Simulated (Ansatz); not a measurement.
# Br2ClHSi: vertical spin-state energies

Which spin state of Br2ClHSi lies lowest at this geometry? Wanted for Br2ClHSi: vertical spin-state energies.

Program: Ansatz 0.2.0, driven from Python. Level of theory: B3LYP+D4/cc-pVDZ. These are calculated values, not measurements.

## 1. Starting point

Bond lengths: Cl1–Si2 2.053 Å, Si2–Br3 2.199 Å, Si2–Br4 2.146 Å, Si2–H5 1.488 Å. Angles: Cl1–Si2–Br3 109.5°, Cl1–Si2–Br4 111.4°, Cl1–Si2–H5 107.3°, Br3–Si2–Br4 107.7°, Br3–Si2–H5 109.7°, Br4–Si2–H5 111.2°.

The script holds or builds the structure itself.

## 2. The code

Input file spin.py:

```python
"""Vertical spin-state energies of Br2ClHSi."""

import warnings

import ansatz as az

config = {
    "basis_set": "cc-pVDZ",
    "functional": "b3lyp",
    "dispersion": "d4",
}

GEOMETRY = """
Cl    0.46740    0.60970    1.87820
Si   -0.00830   -0.14020    0.02680
Br    1.51320    0.48550   -1.43240
Br   -1.90580    0.59520   -0.65330
H    -0.01650   -1.62380    0.13940
"""

warnings.simplefilter("ignore", az.DeckWarning)

molecule = az.Crystal.molecule()
for line in GEOMETRY.strip().splitlines():
    symbol, *xyz = line.split()
    molecule = molecule.atom(symbol, [float(v) for v in xyz])

calc = (
    molecule.calculation()
    .basis(gaussian=config["basis_set"])
    .functional(config["functional"], dispersion=config["dispersion"])
)
found = {}
for unpaired in [0, 2, 4]:
    data = calc.spin("collinear", total=unpaired).run(threads=1).report
    s = unpaired / 2
    found[unpaired] = data["free_energy_ev"]
    print(f"2S+1 = {unpaired + 1}: E = {found[unpaired]:.5f} eV, <S^2> = {abs(data['mean_field']['state']['spin_squared']):.3f} (pure state {s * (s + 1):.2f})")
lowest = min(found, key=found.get)
for unpaired, e in found.items():
    print(f"multiplicity {unpaired + 1}: {(e - found[lowest]):.3f} eV above the lowest")
```

## 3. What the engine is handed

The engine receives this input (first run):

```yaml
crystal:
  periodic: [false, false, false]
  atoms:
    - { symbol: Cl, position_ang: [0.4674, 0.6097, 1.8782] }
    - { symbol: Si, position_ang: [-0.0083, -0.1402, 0.0268] }
    - { symbol: Br, position_ang: [1.5132, 0.4855, -1.4324] }
    - { symbol: Br, position_ang: [-1.9058, 0.5952, -0.6533] }
    - { symbol: H, position_ang: [-0.0165, -1.6238, 0.1394] }
basis:
  gaussian:
    orbitals: cc-pVDZ
hamiltonian:
  xc: b3lyp
  dispersion: d4
magnetization:
  spin_polarized: true
  initial_magnetization: 0.0
```

## 4. Launch

Command:

```console
$ python spin.py
```

**Question.** Which spin state is lowest at this geometry, and how far above lie the others?

As calculated:

| quantity | value |
| --- | --- |
| runs compared | 3 |
| lowest | run 1 (2S+1 = 1) |
| next above it by | 6.295 eV |

In words: In order: multiplicity 1 (+0.00 eV), multiplicity 3 (+6.29 eV) and multiplicity 5 (+13.55 eV), all at the one geometry. The geometry is a force-field or estimated start, not a minimum of this method, and the basis set is short of its limit. All parts are taken at fixed geometry, without zero-point energy. b3lyp holds the VWN-RPA fit, as in Gaussian; the form of ORCA and Turbomole is b3lyp5.
